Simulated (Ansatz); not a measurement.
# ClFGeH4OSi: basis-set convergence

An exercise on one series of results from a longer session: the logs are not shown, and one member is left open.

Computed with Ansatz 0.2.0, Gaussian basis. Level: one geometry, several basis sets.

Levels to be run: PBE0-D4/def2-SVP; ωB97M-V/def2-SVP; PBE0-D4/def2-QZVPP; ωB97M-V/def2-QZVPP; the functionals' def2-TZVPP values are taken from earlier runs.

### The relaxed structure

All runs share one geometry, relaxed beforehand with PBE0-D4 in a triple-zeta def2 set.

SMILES `F[SiH](Cl)[O][GeH3]`, 9 atoms, charge 0, spin multiplicity 1.

Atoms are counted from 1 here; the program's logs count them from 0.

Bond lengths: F1–Si2 1.587 Å, Si2–Cl3 2.045 Å, Si2–O4 1.600 Å, Si2–H6 1.468 Å, O4–Ge5 1.791 Å, Ge5–H7 1.531 Å, Ge5–H8 1.534 Å, Ge5–H9 1.533 Å. Angles: F1–Si2–Cl3 106.3°, F1–Si2–O4 110.7°, F1–Si2–H6 108.3°, Cl3–Si2–O4 110.7°, Cl3–Si2–H6 109.9°, O4–Si2–H6 110.8°, Si2–O4–Ge5 136.9°, O4–Ge5–H7 104.6°, O4–Ge5–H8 108.2°, O4–Ge5–H9 107.1°, H7–Ge5–H8 112.3°, H7–Ge5–H9 112.3°, H8–Ge5–H9 112.0°.

The first run:

in.yaml reads:

```yaml
crystal:
  periodic: [false, false, false]
  atoms:
    - {symbol: F, position_ang: [-0.256834, 1.652168, 1.843735]}
    - {symbol: Si, position_ang: [0.490588, 1.385061, 0.469036]}
    - {symbol: Cl, position_ang: [-0.680304, 2.208219, -0.992186]}
    - {symbol: O, position_ang: [0.679727, -0.184966, 0.224245]}
    - {symbol: Ge, position_ang: [-0.309987, -1.538762, -0.404731]}
    - {symbol: H, position_ang: [1.789539, 2.066874, 0.510223]}
    - {symbol: H, position_ang: [0.342125, -2.795282, 0.177591]}
    - {symbol: H, position_ang: [-1.749589, -1.348280, 0.088922]}
    - {symbol: H, position_ang: [-0.216766, -1.491431, -1.933935]}
basis:
  gaussian: {orbitals: def2-SVP}
hamiltonian: {xc: pbe0, dispersion: d4}
output: {orbitals: {seedname: orbitals}}
```

On the command line:

```sh
> ansatz run in.yaml --threads 4 --pin off --events-out ev --progress --plain --max-ram 10444MiB
```

Steps of the session up to this table: PBE0-D4 in def2-SVP; ωB97M-V in def2-SVP; PBE0-D4 in def2-QZVPP; ωB97M-V in def2-QZVPP.

One of the session's tables, all rows but one given; the rest of the session is left out.

| functional | basis | HOMO (eV) | LUMO (eV) |
| --- | --- | --- | --- |
| PBE0-D4 | def2-SVP | -9.12 | 0.03 |
| PBE0-D4 | def2-TZVPP | -9.23 | -0.19 |
| PBE0-D4 | def2-QZVPP | -9.25 | -0.41 |
| ωB97M-V | def2-SVP | -11.38 | 1.94 |
| ωB97M-V | def2-TZVPP | ? | ? |
| ωB97M-V | def2-QZVPP | -11.56 | 1.16 |

**Question.** Estimate the row for ωB97M-V, def2-TZVPP.

As computed: HOMO (eV): -11.54; LUMO (eV): 1.64. In the column «HOMO (eV)» it lies between ωB97M-V, def2-QZVPP (-11.56) and ωB97M-V, def2-SVP (-11.38).
